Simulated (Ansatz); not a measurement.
# Be₂H₂ (singlet): the correlation ladder at scale of all distances = 1.284, cc-pVDZ

Aim: climb from Hartree-Fock through coupled cluster and multireference methods for Be₂H₂ (singlet) at one geometry and basis, and see what each rung misses.

Program: Ansatz 0.2.0, Gaussian basis. Level of theory: cc-pVDZ, core rule «outside noble gas», up to 2 orbitals frozen. These are calculated values, not measurements.

To be run: UHF; CCSD(T) on RHF; BCCD(T) on RHF; CISD; CCSDT(Q) on RHF; CASSCF and MRCISD+Q, 2 electrons in 2 orbitals; CASSCF and NEVPT2, 2 electrons in 2 orbitals; CASSCF and MRCISD+Q, 6 electrons in 10 orbitals; CASSCF and MRCISD+Q(relaxed), 6 electrons in 10 orbitals; CASSCF and NEVPT2, 6 electrons in 10 orbitals; Full CI.

16 further runs of the same task are left out: 12 that didn't finish, 4 set aside as unsound or not needed.

## (1) The system

The geometry derives from a PBE0/def2-TZVP stationary point (not a proven minimum). All distances are scaled together.

4 atoms, charge 0, spin multiplicity 1.

Atoms are counted from 1 here; the program's logs count them from 0.

No contacts short enough for the rule that draws bonds.

## (2) UHF

File in.yaml:

```yaml
crystal:
  periodic: [false, false, false]
  atoms:
    - {symbol: Be, position_ang: [0.000000, 0.000000, 1.351705]}
    - {symbol: Be, position_ang: [0.000000, 0.000000, -1.351705]}
    - {symbol: H, position_ang: [0.000000, 0.000000, 3.081918]}
    - {symbol: H, position_ang: [0.000000, 0.000000, -3.081918]}
basis:
  gaussian: {orbitals: cc-pVDZ}
magnetization: {spin_polarized: true, initial_magnetization: 0}
hamiltonian: {xc: hf}
output: {orbitals: {seedname: orbitals}}
```

Launch:

```sh
$ ansatz run in.yaml --threads 1 --pin off --events-out ev --progress --plain --max-ram 2393MiB
```

After this run come: CCSD(T) on RHF; BCCD(T) on RHF; CISD; CCSDT(Q) on RHF; CASSCF and MRCISD+Q, 2 electrons in 2 orbitals; CASSCF and NEVPT2, 2 electrons in 2 orbitals; CASSCF and MRCISD+Q, 6 electrons in 10 orbitals; CASSCF and MRCISD+Q(relaxed), 6 electrons in 10 orbitals; CASSCF and NEVPT2, 6 electrons in 10 orbitals; Full CI.

Before running them: what should the planned runs give, taken together? Wanted: FCI below the RHF energy; RMP2 from FCI; RCCSD from FCI; RCCSD(T) from FCI; RCCSDT(Q) from FCI; NEVPT2 pair from FCI; MRCISD+Q pair from FCI; NEVPT2 valence from FCI; T1 diagnostic.

**Answer**, as computed:

```
                         quantity                                                                                                             value
         FCI below the RHF energy                                                                                                        -3.0381 eV
                    RMP2 from FCI                                                                                                        +887.5 meV
                   RCCSD from FCI                                                                                                         +83.6 meV
                RCCSD(T) from FCI                                                                                                         +26.6 meV
               RCCSDT(Q) from FCI                                                                                                          +1.2 meV
             NEVPT2 pair from FCI                                                                                                        +817.6 meV
           MRCISD+Q pair from FCI                                                                                                         -27.3 meV
          NEVPT2 valence from FCI                                                                                                        +335.5 meV
levels within 1 kcal/mol (43 meV)  RCCSD(T), BCCD(T), RCCSDT, RCCSDT(Q), MRCISD+Q pair, MRCISD valence, MRCISD+Q valence, MRCISD+Q(relaxed) valence
                    T1 diagnostic                                                                                                             0.015
   effectively unpaired electrons                                                                                                              0.11
```

What this shows: RCCSD(T) lands +26.6 meV from the yardstick (0.9 % of the correlation energy). MRCISD+Q pair, MRCISD+Q(relaxed) valence fall below full CI: the +Q correction isn't variational, and the cores differ from full CI's. One determinant dominates. Of the multireference levels listed MRCISD+Q valence comes nearest in total energy (+10.8 meV), which doesn't show that its space is the better one. These misses are within one basis, not against nature.
